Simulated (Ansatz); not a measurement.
I need a comparison of functionals at one structure of Eu, space group Fm-3m. Use Ansatz 0.2.0, Python API. Use (first run): LDA, PAW, cutoff 422 eV, 9×9×9 k-points, Fermi-Dirac smearing of 0.1 eV, collinear spin. The script varies functional: lda, blyp, pbesol.

`eu.cif`
```cif
data_Eu
_cell_length_a 3.944670
_cell_length_b 3.944670
_cell_length_c 3.944670
_cell_angle_alpha 60.00000
_cell_angle_beta 60.00000
_cell_angle_gamma 60.00000
_symmetry_space_group_name_H-M 'P 1'
_symmetry_Int_Tables_number 1
loop_
_symmetry_equiv_pos_as_xyz
'x, y, z'
loop_
_atom_site_label
_atom_site_type_symbol
_atom_site_fract_x
_atom_site_fract_y
_atom_site_fract_z
Eu1 Eu    0.000000    0.000000    0.000000
```

`xc.py`:
```python
import csv
import warnings

import ansatz
from ase.io import read

FILLING = 'Fermi-Dirac'
SIGMA = 0.1

warnings.simplefilter('ignore', ansatz.DeckWarning)

atoms = read('eu.cif')
eu = ansatz.Crystal.from_ase(atoms).moments(Eu=9.1)

setup = (
    eu.calculation()
    .kpoints(9)
    .occupations(FILLING, width=SIGMA)
    .spin('collinear')
    .basis(31 * ansatz.Ry)
)

rows = []
for value in ['lda', 'blyp', 'pbesol']:
    summary = setup.functional(value).run(threads=1).report
    rows.append((value, summary['free_energy_ev'] / len(summary['lattice']['sites']), summary['n_iterations'], summary['magnetization_mub'], summary['n_kpoints']))

with open('xc.csv', 'w', newline='') as handle:
    writer = csv.writer(handle)
    writer.writerow(['functional', 'F/atom (eV)', 'iterations', 'moment (muB)', 'k-points'])
    writer.writerows([round(v, 5) if isinstance(v, float) else v for v in row] for row in rows)
print(open('xc.csv').read())
```

Output of `python xc.py`:
```text
functional,F/atom (eV),iterations,moment (muB),k-points
lda,-8565.59152,10,7.37315,35
blyp,-8787.43936,11,7.29258,35
pbesol,-8664.42662,12,7.44221,35
```

Caveats:
- Open f shells: without a Hubbard U, without spin-orbit coupling; the state reached hangs on the start and needn't be the lowest.
- BLYP can be off by several per cent in the lattices of metals, and by several GPa in the pressure at a fixed cell.
- For a metal this k-point mesh is coarse: on a finer one energies can move by several to tens of meV an atom and pressures by half a GPa or more, differences at one mesh by less.
- This isn't the structure that Eu takes at ambient conditions.
- Total energies of different functionals can't be compared; pressures, moments and gaps at this one structure can.
- Timing: 18 s on 1 thread of Arm Neoverse V1, on a shared host, peak memory 0.48 GiB.
